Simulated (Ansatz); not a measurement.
# ClH2O2Sn radical: one species, many methods

The task here is to estimate one member of a computed series from the others.

Computed with Ansatz 0.2.0, Gaussian basis. Level: functionals in def2-TZVPP, the program's frozen cores in correlated methods.

Plan: LDA (SPW92), PBE-D4, revPBE-D4, BLYP-D4, r2SCAN-D4, B97M-V, PBE0-D4, B3LYP-D4, r2SCANh-D4, r2SCAN0-D4, HSE06-D4, BHLYP-D4, CAM-B3LYP-D4, LC-ωPBE, ωB97X-V, ωB97M-V, B2PLYP, PBE-QIDH; CCSD(T)/def2-SVP; CCSD(T)/def2-TZVPP; MP2/def2-QZVPP; extrapolation to the limit; RPA on PBE.

## Structure used throughout

An earlier PBE0-D4 in a triple-zeta def2 set relaxation fixed the geometry. Sn takes the def2 core potential; no spin-orbit term is included.

SMILES `[OH][Sn]([OH])[Cl]`, 6 atoms, charge 0, spin multiplicity 2.

Atoms are counted from 1 here; the program's logs count them from 0.

Bond lengths: O1–Sn2 1.969 Å, O1–H5 0.962 Å, Sn2–O3 1.961 Å, Sn2–Cl4 2.349 Å, O3–H6 0.964 Å. Angles: Sn2–O1–H5 114.3°, O1–Sn2–O3 101.9°, O1–Sn2–Cl4 109.1°, O3–Sn2–Cl4 108.0°, Sn2–O3–H6 110.7°.

Set-up of the first run:

in.yaml reads:

```yaml
crystal:
  periodic: [false, false, false]
  atoms:
    - {symbol: O, position_ang: [-0.447404, 1.400510, -0.158266]}
    - {symbol: Sn, position_ang: [0.371806, -0.318189, -0.659686]}
    - {symbol: O, position_ang: [1.256531, -0.847908, 1.007746]}
    - {symbol: Cl, position_ang: [-1.328157, -1.877091, -1.106581]}
    - {symbol: H, position_ang: [-1.182737, 1.666406, -0.718500]}
    - {symbol: H, position_ang: [1.372061, -0.087828, 1.589188]}
basis:
  gaussian: {orbitals: def2-TZVPP}
magnetization: {spin_polarized: true, initial_magnetization: 1}
hamiltonian: {xc: lda}
output: {orbitals: {seedname: orbitals}}
```

Among the steps run: LDA; PBE-D4 (GGA); revPBE-D4 (GGA); BLYP-D4 (GGA); r2SCAN-D4 (meta-GGA); B97M-V (meta-GGA); PBE0-D4 (hybrid); B3LYP-D4 (hybrid); r2SCANh-D4 (hybrid); r2SCAN0-D4 (hybrid); HSE06-D4 (hybrid); BHLYP-D4 (hybrid); CAM-B3LYP-D4 (range-separated); LC-ωPBE-D4 (range-separated; the results give it without D4); ωB97X-V (range-separated); ωB97M-V (range-separated); B2PLYP (double hybrid); PBE-QIDH (double hybrid).

One of the session's tables, all rows but one given; the rest of the session is left out.

It belongs to the step «Orbital energies across the functionals». 

```
  functional  HOMO (eV)  LUMO (eV)  gap (eV)
 LDA (SPW92)      -6.11      -5.49      0.62
      PBE-D4      -5.97      -5.13      0.84
   revPBE-D4      -5.91      -4.99      0.92
     BLYP-D4      -5.83      -5.12      0.71
   r2SCAN-D4      -6.37      -4.92      1.45
      B97M-V      -6.16      -5.17      0.99
     PBE0-D4      -7.20      -4.33      2.87
    B3LYP-D4      -6.96      -4.69      2.27
  r2SCANh-D4      -6.83      -4.62      2.21
  r2SCAN0-D4      -7.51      -4.16      3.35
    HSE06-D4      -6.81      -4.70      2.11
    BHLYP-D4      -8.28      -3.57      4.71
CAM-B3LYP-D4      -8.47      -3.48      4.99
     LC-ωPBE      -9.77      -2.12      7.66
     ωB97X-V      -9.33      -2.46      6.88
     ωB97M-V          ?          ?         ?
```

Q: Estimate the row for ωB97M-V from the others.

**Answer.** HOMO (eV): -9.27; LUMO (eV): -2.55; gap (eV): 6.72. In the column «HOMO (eV)» it lies between ωB97X-V (-9.33) and CAM-B3LYP-D4 (-8.47).
